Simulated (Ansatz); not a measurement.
# Y2Se: the cost of one run

Program: Ansatz 0.2.0. Level of theory: DFT PBE, scalar-relativistic, plane waves, PAW. These are calculated values, not measurements.

## 1. The system as given

It takes space group P6mm (No. 183, hexagonal). Conventional cell: a = 4.653 Å, b = 4.653 Å, c = 16.000 Å, α = 90.00°, β = 90.00°, γ = 120.00°. Around Y (site symmetry 3m) lie 3 Y at 2.69 Å and 3 Se at 2.98 Å. Se (site symmetry 6mm) is surrounded by 6 Y at 2.98 Å.

Structure file:

```cif
data_structure
_symmetry_space_group_name_H-M 'P6mm'
_symmetry_Int_Tables_number 183
_cell_length_a 4.6528
_cell_length_b 4.6528
_cell_length_c 16.0000
_cell_angle_alpha 90.000
_cell_angle_beta 90.000
_cell_angle_gamma 120.000
_cell_volume 299.97
loop_
_atom_site_label
_atom_site_type_symbol
_atom_site_symmetry_multiplicity
_atom_site_Wyckoff_symbol
_atom_site_fract_x
_atom_site_fract_y
_atom_site_fract_z
_atom_site_occupancy
Y1 Y 2 b 0.33333 0.66667 0.54031 1
Se1 Se 1 a 0.00000 0.00000 0.45969 1
```

A structure generator made this guess: random sheet by layer group and Wyckoff sites. The dimensions are guesses.

Only a and b are periodic; c spans vacuum, so the box's volume, pressure and space group aren't properties of the sheet.

## 2. Probe: one point on a coarse mesh

File input.yaml:

```yaml
crystal:
  lattice:
    - [4.652795, 0.0, 0.0]
    - [-2.326398, 4.029439, 0.0]
    - [0.0, 0.0, 16.0]
  atoms:
    - { symbol: "Y", position: [0.33333333, 0.66666667, 0.54031442] }
    - { symbol: "Y", position: [0.66666667, 0.33333333, 0.54031442] }
    - { symbol: Se, position: [0.0, 0.0, 0.45968558] }
  periodic: [true, true, false]
basis:
  ecutwfc: 420
kpoints:
  mp_grid: { grid: [6, 6, 1] }
hamiltonian:
  xc: pbe
scf:
  occupations: { method: gaussian, width: 0.1 }
  lower_state_search: "off"
output:
  forces: true
  stress: true
  eigenvalues: true
```

Launch:

```
ansatz run input.yaml --threads 1 --pin off --max-ram 2048MiB --backend cpu --events-out ev --progress --plain --runs-dir out
```

What time and memory should one allow on 1 thread of Intel Xeon 6975P-C (Granite Rapids), shared host?

About 6.2 s, with a peak of 0.57 GiB.
